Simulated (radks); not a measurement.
**Ionising thulium step by step, Tm to Tm²²⁺**

One table from this session's results is given with a row withheld; the runs are named, their logs left out.

Program: radks (a radial shooting solver on a logarithmic mesh, Libxc functionals) version 1. Level of theory: Dirac Kohn-Sham, relativistic LDA (MacDonald-Vosko exchange, VWN5 correlation), spin-unpolarised, spherical densities, finite nucleus; open shells fill j = l - 1/2 first. These are calculated values, not measurements, unless marked.

### The system

| Property | Result |
| --- | --- |
| element | thulium (Z = 69) |
| charges | 0 to 22 |
| first configuration | [Xe] 4f13 6s2 |
| last configuration | [Kr] 4d10 4f1 |

The first run:

The run's settings:

```text
Z 69
configuration [Xe] 4f13 6s2
relativity Dirac
functional lda_x_rel,vwn5
spin unpolarised
j_filling energy
nucleus finite rms 5.2256 fm
c 137.035999084
```

Steps of the session up to this table: Tm, [Xe] 4f13 6s2.

One of the session's tables, all rows but one given; the rest of the session is left out.

It belongs to the step «Tm, [Xe] 4f13 6s2». Sizes of the orbitals, from the radial functions (bohr):

```
level     <r>  outermost maximum (interpolated)  90 % within  nodes
4d3/2  0.5658                             0.496        0.852      1
4d5/2       ?                                 ?            ?      ?
5s1/2   1.234                              1.09         1.79      4
5p1/2   1.397                              1.19         2.07      3
5p3/2   1.515                              1.28         2.25      3
4f5/2  0.7971                             0.492         1.40      0
6s1/2   3.927                              3.28         5.86      5
4f7/2  0.8219                             0.498         1.45      0
```

Q: Estimate the row for 4d5/2 from the others.

**Answer.** <r>: 0.5772; outermost maximum (interpolated): 0.506; 90 % within: 0.869; nodes: 1. In the column «<r>» it lies between 4d3/2 (0.5658) and 4f5/2 (0.7971).

Limits of these values: Spin polarisation and multiplet splitting are left out, so open shells lie too high by an amount that depends on their filling.
